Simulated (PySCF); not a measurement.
**A diatomic session: VO**

Aim: find the lowest electronic state of VO, scan its bond at several levels of theory, and get bond length, wavenumber and dissociation energy from each curve.

The runs use PySCF 2.14.0; V def2-TZVPP, O def2-TZVPP, no relativity.

**1. Input**

Settings of the job:

| Quantity | Value |
| --- | --- |
| atoms | V, O |
| charge | 0 |
| basis | V def2-TZVPP, O def2-TZVPP |
| Hamiltonian | no relativity |
| basis functions | 95 |
| electrons treated | 31 |
| masses in u | 50.9440, 15.9949 |
| levels | PBE0, PBE, r²SCAN, BP86, B3LYP, B2PLYP, r²SCANh, LC-ωPBE, HF, MP2, SCS-MP2 |
| grid | 80 radial by 434 angular points |
| occupations | held fixed by the projection of orbital angular momentum |
| dissociation limit | V + O, each in its ground configuration |
| starting distance in angstrom | 1.830 |
| values of 2S to try | 1, 3, 5, 7 |

Command:

```bash
$ OMP_NUM_THREADS=1 python dia.py task.json out
```

The runs that follow: PBE0 along the bond; Higher solutions at PBE0; PBE; r²SCAN; BP86; B3LYP; B2PLYP (double hybrid); r²SCANh; LC-ωPBE (range-separated hybrid); ROHF.

Before running it: what results should come out? Wanted: for each run, Re; ωe; De; μ.

The runs gave:

Lowest PBE0 solution found, without spin–orbit coupling: ⁴Σ⁻ (quartet), unpaired electrons σ ↑, δ ↑↑. State 2 has its PBE0 minimum 0.67 eV higher, as a spin-mixed determinant (⟨S²⟩ = 1.77), so this is no gap between pure states. State 3 has its PBE0 minimum 1.02 eV higher. State 4 has its PBE0 minimum 1.07 eV higher. The other levels ran on the lowest alone.

```tsv
level	Re (Å)	ωe (cm⁻¹)	De (eV)	μ (D)
PBE	1.583	1026	8.17	-3.24
BP86	1.584	1027	8.12	-3.25
r²SCAN	1.580	1033	7.37	-3.52
r²SCANh	1.575	1044	6.85	-3.62
B3LYP	1.578	1046	6.63	-3.63
PBE0	1.567	1066	6.70	-3.54
LC-ωPBE	1.557	1101	6.97	-3.55
```

De is counted to V + O in their ground configurations. A positive dipole means V(−)O(+). No constants: ROHF (the points don't follow one smooth fit); ROHF-MP2 (the points don't follow one smooth fit); ROHF-SCS-MP2 (the points don't follow one smooth fit); B2PLYP (the points don't follow one smooth fit).

In words: Bond lengths run from 1.557 Å (LC-ωPBE) to 1.584 Å (BP86). Among the levels with a De in the table, it runs from 6.63 eV (B3LYP) to 8.17 eV (PBE).

Correlated steps freeze 6 core orbitals. B2PLYP dipoles, levels and charges come from its SCF part alone. The state is the lowest single determinant that the PBE0 search found; with open d or f shells the true ground state can be another one.
